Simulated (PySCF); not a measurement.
# CH4AsGeO2: the cost of one run

Programs: PySCF 2.14.0, with density-fitted response routines of our own. Each step states its level of theory. These are calculated values for one molecule, in the gas phase or a continuum, unless marked as measured. Atoms count from 0, in the outputs and in this text.

**1. The starting structure**

9 atoms, charge -1, multiplicity 1; geometry from: GFN2-xTB. The atoms were then displaced at random by about 0.01 Å, so the start is not that level's minimum.

Bonds of the start (Å): O0–C1 1.16, C1–O2 1.19, C1–Ge3 2.33, Ge3–As4 2.41, Ge3–H5 1.60, Ge3–H6 1.61, As4–H7 1.52, As4–H8 1.52.

**2. Relaxing the molecule at PBE0-D3(BJ)/def2-SVP**

What the job is given:

```
{"job": {"xc": "PBE0", "basis": "def2-SVP", "d3": "d3bj", "grid": 1, "shake": 0.01, "kind": "geom"}, "charge": -1, "multiplicity": 1}
O     -2.511140     1.026760     0.011450
C     -1.951850     0.337910     0.765530
O     -2.004200    -0.084560     1.873990
Ge    -0.055550    -0.513240    -0.294090
As     2.249320     0.101030    -0.605800
H      0.233080    -2.044280     0.080500
H     -0.308410    -0.909680    -1.838290
H      2.465800     0.504460     0.848410
H      1.940760     1.564450    -0.875450
```

The run is started by

```console
> OMP_NUM_THREADS=1 python probes_run.py task.json out
```

This one command runs all jobs of the session in turn.

Q: Estimate the wall time and peak memory of this first job on 1 thread of AMD EPYC 7B13, shared host.

About 2.7 min, with a peak of 0.53 GiB.
